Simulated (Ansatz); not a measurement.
## RbAuBr₃, space group Pm-3m: a convergence test of the plane-wave cutoff, step by step

Computed with Ansatz 0.2.0 through its Python package.

Notebook, run cell by cell (the value of a cell's last expression is shown):

```python
import warnings

import ansatz as az
import pandas as pd
```

```python
params = {
    "mesh": (4, 4, 4),
    "smearing": "Marzari-Vanderbilt",
}
```

```python
warnings.simplefilter("ignore", az.DeckWarning)

crystal = (
    az.Lattice.of((5.43699, 0.0, 0.0), (0.0, 5.43699, 0.0), (0.0, 0.0, 5.43699))
    .atom("Rb", (0.5, 0.5, 0.5))
    .atom("Au", (0.0, 0.0, 0.0))
    .atom("Br", (0.5, 0.0, 0.0))
    .atom("Br", (0.0, 0.0, 0.5))
    .atom("Br", (0.0, 0.5, 0.0))
)
```

```python
model = (
    crystal.calculation()
    .kpoints(mesh=params["mesh"])
    .functional(az.Functional.LDA)
    .occupations(params["smearing"], width=50 * az.meV)
    .forces()
    .stress()
)
```

```python
rows = []
for value in [300, 350, 400, 450, 500]:
    data = model.basis(value).run(threads=1, pin="off").report
    rows.append((value, data["free_energy_ev"] / len(data["lattice"]["sites"]), data["n_iterations"], sum(data["stress_gpa"][i][i] for i in range(3)) / 3, max(abs(f) for row in data["forces_ev_ang"] for f in row), data["n_pw"]))
```

    

```python
table = pd.DataFrame(rows, columns=["cutoff (eV)", "F/atom (eV)", "iterations", "P (GPa)", "max component (eV/A)", "plane waves"])
table.round(5)
```

       cutoff (eV)  F/atom (eV)  iterations  P (GPa)  max component (eV/A)  plane waves
    0          300  -4824.15838           7 -3.67915                   0.0         1863
    1          350  -4824.19560           7 -3.70121                   0.0         2373
    2          400  -4824.19775           7 -3.70262                   0.0         2945
    3          450  -4824.19846           7 -3.70396                   0.0         3431
    4          500  -4824.19896           7 -3.70396                   0.0         4067

```python
# differences from the last row
for row in rows[:-1]:
    shift = 1000 * (row[1] - rows[-1][1])
    print(f"{row[0]}: {shift:+.2f} meV/atom" + ("  (within 2 meV)" if abs(shift) < 2 else ""))
```

    300: +40.59 meV/atom
    350: +3.36 meV/atom
    400: +1.21 meV/atom  (within 2 meV)
    450: +0.51 meV/atom  (within 2 meV)

From 400 eV on it stays within 2 meV an atom of the value at 500 eV; the first row (300 eV) is off by 40.6 meV and the last but one by 0.51 meV. The energy falls steadily, as expected when plane waves are added. The pressure moves from -3.68 to -3.70 GPa (the program's stress holds a Pulay correction, so it settles early).

Reading the output:
- The cell holds an odd number of electrons and is run without spin, so a magnetic state may lie lower.
- For a metal this k-point mesh is coarse: on a finer one energies can move by several to tens of meV an atom and pressures by half a GPa or more, differences at one mesh by less.
- Forces vanish by symmetry here and test nothing.
- Pressure is positive in compression.
- Spin-orbit coupling, which matters for elements this heavy, is left out.
- This cell is a computed structure, which may not be the phase found in nature.
- Shifts are counted from the last row, which is itself no proven limit.
- The script silences the warnings on its input, which a real study should read.
- Timing: 14 s on 1 thread of Arm Neoverse V1, with other jobs on the host, peak memory 0.51 GiB.

(Lines on the test bed's own set-up are left out of the output.)
